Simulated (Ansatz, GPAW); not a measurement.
## A script for SiC (PBE in single-zeta orbitals)

These are simulated results from GPAW 26.7.0, not measurements. The cell was built from a prototype and was relaxed with r2SCAN in plane waves (Ansatz 0.2.0). Not every such cell is a known phase. All runs are without spin polarisation.

Space group P6_3mc (No. 186), hexagonal; a = 3.075 Å, c = 5.048 Å in the conventional setting, 10.34 Å³ an atom. Si has 4 C at 1.88–1.90 Å; C has 4 Si at 1.88–1.90 Å.

The basis is minimal: single zeta, one radial function for each shell that the log's basis lists. It describes the filled bands fairly and the empty ones poorly.

run.py reads:

```python
import json
from ase import Atoms
from gpaw import GPAW, PW, FermiDirac

atoms = Atoms(['Si', 'Si', 'C', 'C'],
              cell=[[3.075356, 0.0, -0.0], [-1.537678, 2.663337, 0.0], [-0.0, 0.0, 5.048108]],
              scaled_positions=[[0.333333, 0.666667, -0.000408], [0.666667, 0.333333, 0.499592], [0.333333, 0.666667, 0.375408], [0.666667, 0.333333, 0.875408]],
              pbc=True)
calc = GPAW(mode='lcao', basis='sz(dzp)', h=0.2, xc='PBE', kpts={'size': (6, 6, 4), 'gamma': True},
            occupations=FermiDirac(0.02), maxiter=100, legacy_gpaw=True, txt='gpaw.txt')
atoms.calc = calc
res = {'energy': atoms.get_potential_energy(force_consistent=True)}
res['electrons'] = calc.get_number_of_electrons()
res['k'] = calc.get_ibz_k_points().tolist()
res['levels'] = [calc.get_eigenvalues(kpt=i).tolist() for i in range(len(res['k']))]
points = [[0.0, 0.0, 0.0], [0.5, 0.0, 0.0], [0.333333, 0.333333, 0.0], [0.0, 0.0, 0.5], [0.5, 0.0, 0.5], [0.333333, 0.333333, 0.5]]
bands = calc.fixed_density(kpts=points, symmetry='off', txt='bands.txt')
res['points'] = [bands.get_eigenvalues(kpt=i).tolist() for i in range(len(points))]
json.dump(res, open('results.json', 'w'))
print('free energy (eV):', round(res['energy'], 5))
```

Command: `python run.py`. It took 44 s on 1 thread of Intel(R) Xeon(R) Platinum 8259CL CPU @ 2.50GHz (Skylake/Cascade Lake) (shared host), peak memory 0.14 GiB.

The log gpaw.txt, trimmed of paths, versions and times, then the last line on the terminal. An iter line gives the energy in eV and the logarithms of the changes of orbitals (plane waves alone) and density (c: converged):

```
___ ___ ___ _ _ _
 |   |   |_  | | | |

 | | | | | . | | | |

 |__ |  _|___|_____|  26.7.0
 |___|_|

Input parameters:
  basis: sz(dzp)
  h: 0.2
  kpts: {gamma: True,
         size: (6, 6, 4)}
  maxiter: 100
  mode: lcao
  occupations: {fixmagmom: False,
                name: fermi-dirac,
                width: 0.02}
  xc: PBE

System changes: positions, numbers, cell, pbc, initial_charges, initial_magmoms

Initialize ...

species:
  Si:
    name:    Silicon
    Z:       14.0
    valence: 4
    core:    10
    charge:  0.0  # [|e|]
    compensation charges:
      type: gauss
      rc: 0.33  # [Å]
      lmax: 2
    cutoffs:
      filter: 1.86  # [Å]
      core: 2.06  # [Å]
    projectors
    | kind |    occ | energy [eV] | rcut [Å] |

    |------|--------|-------------|----------|

    |   3s |  2.000 |     -10.812 |    1.058 |

    |   3p |  2.000 |      -4.081 |    1.058 |

    |    s |        |      16.399 |    1.058 |

    |    p |        |      23.130 |    1.058 |

    |    d |        |       0.000 |    1.058 |

    LCAO basis set for Si:
      Name: sz(dzp)
      Number of radial functions: 2
      Number of spherical harmonics: 4
        l=0, rc=6.8594 Bohr: 3s-sz confined orbital
        l=1, rc=9.0625 Bohr: 3p-sz confined orbital
      Number of RI-basis functions 0

  C:
    name:    Carbon
    Z:       6.0
    valence: 4
    core:    2
    charge:  0.0  # [|e|]
    compensation charges:
      type: gauss
      rc: 0.20  # [Å]
      lmax: 2
    cutoffs:
      filter: 1.14  # [Å]
      core: 1.14  # [Å]
    projectors
    | kind |    occ | energy [eV] | rcut [Å] |

    |------|--------|-------------|----------|

    |   2s |  2.000 |     -13.751 |    0.635 |

    |   2p |  2.000 |      -5.284 |    0.635 |

    |    s |        |      13.461 |    0.635 |

    |    p |        |      21.927 |    0.635 |

    |    d |        |       0.000 |    0.635 |

    LCAO basis set for C:
      Name: sz(dzp)
      Number of radial functions: 2
      Number of spherical harmonics: 4
        l=0, rc=5.5469 Bohr: 2s-sz confined orbital
        l=1, rc=6.6719 Bohr: 2p-sz confined orbital
      Number of RI-basis functions 0

Reference energy: -17827.944731  # eV

Spin-paired calculation

Convergence criteria:
 Maximum [total energy] change in last 3 cyles: 0.0005 eV / valence electron
 Maximum integral of absolute [dens]ity change: 0.0001 electrons / valence electron
 Maximum integral of absolute [eigenst]ate change: 4e-08 eV^2 / valence electron
 Maximum number of scf [iter]ations: 100
 (Square brackets indicate name in SCF output, whereas a 'c' in
 the SCF output indicates the quantity has converged.)

Symmetries present (total): 1

  ( 1  0  0)
  ( 0  1  0)
  ( 0  0  1)

144 k-points: 6 x 6 x 4 Monkhorst-Pack grid + [1/12,1/12,1/8]
76 k-points in the irreducible part of the Brillouin zone
       k-points in crystal coordinates                weights
   0:     0.00000000    0.00000000    0.00000000          1/144
   1:     0.00000000    0.00000000    0.25000000          2/144
   2:     0.00000000    0.00000000    0.50000000          1/144
   3:     0.00000000    0.16666667   -0.25000000          2/144
   4:     0.00000000    0.16666667    0.00000000          2/144
   5:     0.00000000    0.16666667    0.25000000          2/144
   6:     0.00000000    0.16666667    0.50000000          2/144
   7:     0.00000000    0.33333333   -0.25000000          2/144
   8:     0.00000000    0.33333333    0.00000000          2/144
   9:     0.00000000    0.33333333    0.25000000          2/144
          ...
  75:     0.50000000    0.50000000    0.50000000          1/144

Wave functions: LCAO
  Diagonalizer: Serial LAPACK
  Atomic Correction: dense with blas
  Data-type: complex

Occupation numbers: Fermi-Dirac:
  width: 0.0200  # eV

Eigensolver
   LCAO using direct dense diagonalizer

Densities:
  Coarse grid: 12*12*24 grid
  Fine grid: 24*24*48 grid
  Total Charge: 0.000000

Density mixing:
  Method: separate
  Backend: msr1
  Linear mixing parameter: 0.05
  old densities: 10
  Width of damping distribution: 1.1
  Damping of long wavelength oscillations: 20

Hamiltonian:
  XC and Coulomb potentials evaluated on a 24*24*48 grid
  Using the PBE Exchange-Correlation functional
  Interpolation: tri-quintic (5. degree polynomial)
  Poisson solver: FastPoissonSolver using
    Stencil: 8*3+1=25 point O(h^6) finite-difference Laplacian
    FFT axes: [np.int64(0), np.int64(1), np.int64(2)]
    FST axes: []

XC parameters: PBE with 2 nearest neighbor stencil

Memory estimate:
  Process memory now: 110.01 MiB
  Calculator: 10.27 MiB
    Density: 5.70 MiB
      Arrays: 0.69 MiB
      Localized functions: 4.49 MiB
      Mixer: 0.53 MiB
    Hamiltonian: 0.79 MiB
      Arrays: 0.45 MiB
      XC: 0.00 MiB
      Poisson: 0.00 MiB
      vbar: 0.34 MiB
    Wavefunctions: 3.78 MiB
      C [qnM]: 0.26 MiB
      S, T [2 x qmm]: 0.59 MiB
      P [aqMi]: 0.06 MiB
      BasisFunctions: 2.86 MiB
      Eigensolver: 0.00 MiB

Total number of cores used: 1

Number of atoms: 4
Number of atomic orbitals: 16
Number of bands in calculation: 14
Number of valence electrons: 16
Bands to converge: occupied
Positions:
   0 Si    -0.000002    1.775559   -0.002060    ( 0.0000,  0.0000,  0.0000)
   1 Si     1.537680    0.887778    2.521994    ( 0.0000,  0.0000,  0.0000)
   2 C     -0.000002    1.775559    1.895100    ( 0.0000,  0.0000,  0.0000)
   3 C      1.537680    0.887778    4.419154    ( 0.0000,  0.0000,  0.0000)

Unit cell:
           periodic     x           y           z      points  spacing
  1. axis:    yes    3.075356    0.000000   -0.000000    12     0.2219
  2. axis:    yes   -1.537678    2.663337    0.000000    12     0.2219
  3. axis:    yes   -0.000000    0.000000    5.048108    24     0.2103

  Lengths:   3.075356   3.075357   5.048108
  Angles:   90.000000  90.000000 119.999995

Effective grid spacing dv^(1/3) = 0.2287

iter:   1   -28.429594        c
iter:   2   -27.808570        c -0.63
iter:   3   -25.684752        c -0.68
iter:   4   -25.696400        c -1.50
iter:   5   -25.704655        c -1.70
iter:   6   -25.704665        c -2.93
iter:   7   -25.704664c       c -3.72
iter:   8   -25.704664c       c -4.96c

Converged after 8 iterations.

Energy contributions relative to reference atoms: (reference = -17827.944731)

Kinetic:        +41.820790
Potential:      -33.668021
External:        +0.000000
XC:             -34.452445
Entropy (-ST):   -0.000000
Local:           +0.595013
SIC:             +0.000000
--------------------------
Free energy:    -25.704664
Extrapolated:   -25.704664

Showing only first 2 kpts
 Kpt  Band  Eigenvalues  Occupancy
  0     6      9.29349    2.00000
  0     7      9.29740    2.00000
  0     8     14.72189    0.00000
  0     9     15.45784    0.00000

  1     6      8.95366    2.00000
  1     7      8.95671    2.00000
  1     8     14.90179    0.00000
  1     9     16.23916    0.00000

Fermi level: 10.22530

Gap: 4.482 eV
Transition (v -> c):
  (s=0, k=0, n=7, [0.00, 0.00, 0.00]) -> (s=0, k=38, n=8, [0.33, -0.33, -0.25])
Direct/indirect transitions are different
Direct gap: 5.424 eV
Transition at: (s=0, k=0, n=7, [0.00, 0.00, 0.00])

free energy (eV): -25.70466
```

The gap in the log is over the mesh alone; results.json adds the listed points. PBE in single-zeta orbitals gives a gap of 4.48 eV. On the same cell, plane-wave PBE (Ansatz, 12×12×6 k points and the special points) gives a gap of 2.28 eV and r2SCAN a gap of 2.65 eV; on shared hosts these took about 5.1 and 9.8 core-seconds on the 4-atom cell, against 44 for the script. Semilocal gaps usually lie below measured ones.
